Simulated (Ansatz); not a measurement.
# Al3BAs4: the cost of one run

Program: Ansatz 0.2.0. Level of theory: DFT PBE, scalar-relativistic, plane waves, PAW. These are calculated values, not measurements.

### 1 The structure to begin with

Symmetry: Amm2, No. 38, orthorhombic system. Conventional cell: a = 3.758 Å, b = 7.515 Å, c = 10.628 Å, α = 90.00°, β = 90.00°, γ = 90.00°. Around Al (site symmetry m) lie 4 As at 2.30 Å. Al (site symmetry mm2) has 4 As at 2.30 Å as nearest neighbours. Around B (site symmetry mm2) lie 4 As at 2.30 Å. As (site symmetry m) is surrounded by 3 Al at 2.30 Å and 1 B at 2.30 Å. Around As (site symmetry mm2) lie 2 Al at 2.30 Å and 2 B at 2.30 Å. As (site symmetry mm2) has 4 Al at 2.30 Å as nearest neighbours.

Structure file:

```xyz
8
Lattice="3.7575 0.0000 0.0000 0.0000 3.7575 5.3140 0.0000 -3.7575 5.3140" Properties=species:S:1:pos:R:3 pbc="T T T"
Al    0.0000   -1.8788    2.6570
Al    1.8788    0.0000    5.3140
Al    0.0000    1.8788    2.6570
B     1.8788    0.0000    0.0000
As    1.8788   -1.8788    3.9855
As    0.0000    0.0000    1.3285
As    0.0000    0.0000    6.6425
As    1.8788    1.8788    3.9855
```

The start is an ordering of an alloy on its end members' structure types: elements ordered on the sites of the AlAs type, B/Al on Al (Amm2, No. 38).

### 2 A first look at the guess

input.yaml reads:

```yaml
crystal:
  lattice:
    - [3.75754675, 0.0, 0.0]
    - [0.0, 3.75754675, 5.31397357]
    - [0.0, -3.75754675, 5.31397357]
  atoms:
    - { symbol: Al, position: [0.0, 0.0, 0.5] }
    - { symbol: Al, position: [0.5, 0.5, 0.5] }
    - { symbol: Al, position: [0.0, 0.5, 0.0] }
    - { symbol: B, position: [0.5, 0.0, 0.0] }
    - { symbol: As, position: [0.5, 0.125, 0.625] }
    - { symbol: As, position: [0.0, 0.125, 0.125] }
    - { symbol: As, position: [0.0, 0.625, 0.625] }
    - { symbol: As, position: [0.5, 0.625, 0.125] }
basis:
  ecutwfc: 420
kpoints:
  mp_grid: { grid: [4, 4, 4] }
hamiltonian:
  xc: pbe
scf:
  occupations: { method: gaussian, width: 0.1 }
  lower_state_search: "off"
output:
  forces: true
  stress: true
  eigenvalues: true
```

On the command line:

```sh
ansatz run input.yaml --threads 1 --pin off --max-ram 2560MiB --backend cpu --events-out ev --progress --plain --runs-dir out
```

**Question.** How long does this run take on 1 thread of Arm Neoverse V2, shared host, and how much memory does it need?

About 10 s, with a peak of 0.38 GiB.
